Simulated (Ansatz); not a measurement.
# ClFH6OW: the cost of one run

Method: RKS PBE0/def2-SVP, in Ansatz 0.2.0.

## 1. The starting structure

Bond lengths: W1–F2 2.200 Å, W1–O3 1.940 Å, O3–H4 1.010 Å, W1–H5 1.720 Å, W1–H6 1.720 Å, W1–H7 1.720 Å, W1–H8 1.720 Å, W1–Cl9 2.690 Å. Angles (14 of 22 angles, heavy atoms first): F2–W1–O3 90.0°, F2–W1–Cl9 71.6°, O3–W1–Cl9 48.9°, F2–W1–H5 90.0°, F2–W1–H6 90.0°, F2–W1–H7 90.0°, F2–W1–H8 180.0°, O3–W1–H5 90.0°, O3–W1–H6 180.0°, O3–W1–H7 90.0°, O3–W1–H8 90.0°, H5–W1–Cl9 46.8°, H6–W1–Cl9 131.1°, H7–W1–Cl9 133.2°.

Structure file:

```xyz
10

W     0.0000    0.0000    0.0000
F     0.0000    0.0000    2.2000
O     1.9400    0.0000    0.0000
H     2.2771   -0.9519   -0.0197
H     0.0000    1.7200    0.0000
H    -1.7200    0.0000    0.0000
H     0.0000   -1.7200    0.0000
H     0.0000    0.0000   -1.7200
Cl    1.7678    1.8416    0.8482
H     0.8742    0.9107    2.0396
```

## 2. Pulling towards end A

Springs on the bonds that form and break draw the guess towards this end; the thresholds are loose.

Contents of input.yaml:

```yaml
crystal:
  periodic: [false, false, false]
  atoms:
    - { symbol: W, position_ang: [0.0, 0.0, 0.0] }
    - { symbol: F, position_ang: [0.0, 0.0, 2.2] }
    - { symbol: O, position_ang: [1.94, 0.0, 0.0] }
    - { symbol: H, position_ang: [2.2771, -0.9519, -0.0197] }
    - { symbol: H, position_ang: [0.0, 1.72, 0.0] }
    - { symbol: H, position_ang: [-1.72, 0.0, 0.0] }
    - { symbol: H, position_ang: [0.0, -1.72, 0.0] }
    - { symbol: H, position_ang: [0.0, 0.0, -1.72] }
    - { symbol: Cl, position_ang: [1.7678, 1.8416, 0.8482] }
    - { symbol: H, position_ang: [0.8742, 0.9107, 2.0396] }
basis:
  gaussian: { orbitals: def2-SVP }
hamiltonian:
  xc: pbe0
relax:
  f_tol: 0.15
  max_steps: 25
  restrain:
    - { distance: [0, 8], at: 3.59, k: 30.0 }
    - { distance: [9, 1], at: 2.12, k: 30.0 }
    - { distance: [0, 1], at: 1.85, k: 30.0 }
    - { distance: [9, 8], at: 1.37, k: 30.0 }
```

Run with:

```console
> ansatz run input.yaml --threads 2 --pin off --max-ram 3072MiB --backend cpu --events-out ev --progress --plain --runs-dir out
```

What time and memory should one allow on 2 threads of Arm Neoverse V2, shared host?

About 74 s, with a peak of 0.24 GiB.
